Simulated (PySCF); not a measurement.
# A diatomic session: TeI

One table from this session's results is given with a row withheld; the runs are named, their logs left out.

The runs use PySCF 2.14.0; Te cc-pVDZ-PP with ECP28, I cc-pVDZ-PP with ECP28, scalar-relativistic core potentials.

The first run:

A driver script around PySCF takes these settings:

```yaml
atoms: Te, I
charge: 0
basis: Te cc-pVDZ-PP with ECP28, I cc-pVDZ-PP with ECP28
Hamiltonian: scalar-relativistic core potentials
basis_functions: 46
electrons_treated: 49
masses_in_u: 129.9062, 126.9045
levels: PBE0, PBE, r²SCAN, r²SCANh, B97-3, BP86, LC-ωPBE, HF, MP2, SCS-MP2, CCSD, CCSD(T)
grid: 80 radial by 434 angular points
occupations: held fixed by the projection of orbital angular momentum
dissociation_limit: Te + I, each in its ground configuration
starting_distance_in_angstrom: 2.630
values_of_2S_to_try: 1, 3
```

Started as:

```
$ OMP_NUM_THREADS=1 python dia.py task.json out
```

Among the steps run: Input; The PBE0 curve of the state that the search chose; Excited determinants; PBE (GGA); r²SCAN (meta-GGA); r²SCANh (hybrid meta-GGA); B97-3 (global hybrid GGA); BP86; LC-ωPBE (range-separated hybrid); UHF; Adding correlation.

One table of the session follows, with a row left open; its other results are not shown here.

It belongs to the step «The curves together». Energy (eV) from each level's lowest point:

```
R (Å)    UHF  UHF-MP2  UHF-SCS-MP2  UHF-CCSD  UHF-CCSD(T)
2.308  1.487    1.439        1.495       n/a          n/a
2.416  0.678    0.643        0.683     0.703        0.715
2.523  0.231    0.212        0.236     0.247        0.255
2.603  0.064    0.055        0.067     0.073        0.078
2.684      ?        ?            ?         ?            ?
2.764  0.012    0.022        0.011     0.002        0.000
2.872  0.106    0.157        0.134     0.085        0.078
3.006  0.258    0.511        0.481     0.274        0.259
3.167  0.391    0.892        0.853     0.557        0.536
3.382  0.494    1.199        1.145       n/a          n/a
```

Q: Estimate the row for R (Å) = 2.684 from the others.

Worked estimate for «UHF». A straight line through the neighbours (2.603, 0.064) and (2.764, 0.012) gives 0.064 + (0.012 − 0.064) × (2.684 − 2.603) / (2.764 − 2.603) = 0.038; a parabola fitted to 4 rows on both sides gives 0.003.

As computed: UHF: 0.000; UHF-MP2: 0.000; UHF-SCS-MP2: 0.000; UHF-CCSD: 0.000; UHF-CCSD(T): 0.002. In «UHF» the line misses by +0.038 and the parabola by +0.003.
